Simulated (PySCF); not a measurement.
**[TmOF]−: other functionals and bases at one geometry**

The task here is to estimate one member of a computed series from the others.

Computed with PySCF 2.14.0. Level: several levels, as the steps say, no spin–orbit coupling.

1 further run of the same task is left out (for a known fault of the program).

## The starting structure

3 atoms, charge -1, spin multiplicity 1.

Bond lengths: Tm1–O2 2.040 Å, Tm1–F3 2.176 Å. Angles: O2–Tm1–F3 126.0°.

Geometry (Å):

```xyz
3
charge -1, multiplicity 1
Tm   -0.0027    0.0000   -0.2253
O     1.8221    0.0000    0.6872
F    -1.9343    0.0000    0.7776
```

Formal oxidation states: Tm +2. Each metal's 13 4f electrons lie in its core potential, so multiplicities, spins and levels count the valence alone. An earlier session relaxed this geometry at PBE0, Tm lcecp-0-SVP with ECP59, O def2-SVP, F def2-SVP (singlet, point group Cs).

At PBE0 on the finer grid: E = -207.251168 Eh, frontier levels not given, since the 4f levels lie in the core, Mulliken charge on Tm1 +0.27 e, largest force component 0.021 eV/Å. The highest filled level lies above zero; it isn't the detachment energy.

Levels to run: B3LYP; BLYP; PBE0, TZVP. Hardware: 2 threads of Arm Neoverse V1, shared host.

The first run:

run.py (the lines that set the calculation) reads:

```python
mol = gto.M(atom='''
Tm    -0.00270     0.00000    -0.22525
O      1.82215     0.00000     0.68720
F     -1.93427     0.00000     0.77758''',
    basis={'Tm': 'lcecp-0-SVP', 'O': 'def2-SVP', 'F': 'def2-SVP'},
    ecp={'Tm': 'lcecp-0-SVP'},
    charge=-1, spin=0)
mf = dft.RKS(mol, xc='B3LYP')
mf.grids.atom_grid = (75, 302)  # f atoms: unpruned, at least (60, 302)
mf = mf.density_fit()  # fitting sets: Tm AutoAux, O def2-universal-JKFIT, F def2-universal-JKFIT
mf.conv_tol = 1e-08; mf.max_cycle = 55
mf.kernel(dm0)  # dm0: the density of the relaxed state
```

On the command line:

```
OMP_NUM_THREADS=2 python run.py
```

Steps of the session up to this table: B3LYP; BLYP; PBE0, TZVP.

One table of the session follows, with a row left open; its other results are not shown here.

| level | charge on Tm1 (e) | dipole (D) | largest force component (eV/Å) |
| --- | --- | --- | --- |
| PBE0 (relaxed here) | 0.27 | 7.55 | 0.02 |
| B3LYP | 0.21 | 7.16 | 0.30 |
| BLYP | ? | ? | ? |
| PBE0, TZVP | 0.68 | 8.16 | 0.57 |

**Question.** Estimate the row for BLYP.

The run gave: charge on Tm1 (e): 0.05; dipole (D): 6.15; largest force component (eV/Å): 0.74. In the column «charge on Tm1 (e)» it is the lowest.

The dipole of a charged species depends on the origin, so these sizes hold for this origin alone.

The largest leftover force, 0.74 eV/Å with BLYP, stands at a geometry relaxed at another level. With 4f in the core, its levels are missing from HOMO and gap, and its count is fixed, so no charge can pass from the ligands into it. Total energies of different levels can't be compared.
